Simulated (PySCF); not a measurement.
# How the numerical set-up moves the result for LiBe (quartet)

The method stays; parts of the set-up, such as the basis or the Hamiltonian, are changed.

The runs use PySCF 2.14.0; method and basis as typed in the scripts.

2 further runs of the same task are left out: 2 that didn't finish.

### 1 The starting structure

LiBe (quartet): 2 atoms, charge 0, spin multiplicity 4.

No contacts short enough for the rule that draws bonds.

### 2 Base script

input.py reads:

```python
from pyscf import gto, scf, cc

mol = gto.M(
    atom='Li 0 0 0; Be 0 0 2.357',
    basis='def2-svpd',
    charge=0,
    spin=3,
    verbose=4,
)
mf = scf.UHF(mol)
mf.kernel()
mycc = cc.CCSD(mf)
mycc.kernel()
mycc.ccsd_t()
mf.dip_moment()
print('orbital energies (hartree):', [e[max(0, n-3):n+3].round(4) for e, n in zip(mf.mo_energy, mol.nelec)])
```

On the command line:

```
OMP_NUM_THREADS=1 python input.py
```

Its log is not repeated here.

In short: E(SCF) = -21.929647 Eh, 12 cycles, E(CCSD) − E(SCF) = -0.01213 Eh, (T) = -0.00011 Eh, ⟨S²⟩ = 3.750, μ = 6.81 D (of the SCF density).

The bond length is a typed value, not an optimised one. The quartet is typed in the script; nothing here shows that it is the ground state.

### 3 X2c-tzvpall (X2C on)

Variant 1 changes basis set: def2-svpd → x2c-tzvpall; spin-free X2C: off → on.

input.py reads:

```python
from pyscf import gto, scf, cc

mol = gto.M(
    atom='Li 0 0 0; Be 0 0 2.357',
    basis='x2c-tzvpall',
    charge=0,
    spin=3,
    verbose=4,
)
mf = scf.UHF(mol)
mf = mf.sfx2c1e()
mf.kernel()
mycc = cc.CCSD(mf)
mycc.kernel()
mycc.ccsd_t()
mf.dip_moment()
print('orbital energies (hartree):', [e[max(0, n-3):n+3].round(4) for e, n in zip(mf.mo_energy, mol.nelec)])
```

On the command line:

```
OMP_NUM_THREADS=1 python input.py
```

### 4 Cartesian functions on

Variant 2 changes Cartesian functions: off → on.

Edit input.py of step 2 so:

```diff
@@ -7,2 +7,3 @@
     spin=3,
+    cart=True,
     verbose=4,
```

### 5 Crenbl (core potential on)

Variant 3 changes basis set: def2-svpd → crenbl; core potential: off → on. The core potential changes with it: totals don't compare.

Edit input.py of step 2 so:

```diff
@@ -4,3 +4,4 @@
     atom='Li 0 0 0; Be 0 0 2.357',
-    basis='def2-svpd',
+    basis='crenbl',
+    ecp={'Li': 'crenbl', 'Be': 'crenbl'},
     charge=0,
```

**Question.** What will these runs give? Wanted: for each run, E(SCF); from base; gap, α spin; SCF dipole; after the SCF.

**Answer**, as computed:

```csv
run,E(SCF) (hartree),from base (eV),cycles,"gap, α spin (eV)",SCF dipole (D),functions,after the SCF
base,-21.929647,0,12,5.13,6.81,24,CCSD(T) correlation -0.333 eV
x2c-tzvpall (X2C on),-21.954839,not comparable,12,5.39,6.49,33,CCSD(T) correlation -2.200 eV
Cartesian functions on,-21.929647,0.0000,12,5.13,6.81,24,CCSD(T) correlation -0.333 eV
crenbl (core potential on),-1.103029,not comparable,12,5.19,6.48,32,CCSD(T) correlation -0.248 eV
```

In words: No change of the SCF energy comes from Cartesian functions on. The basis has no d shells, so the Cartesian switch can't act.
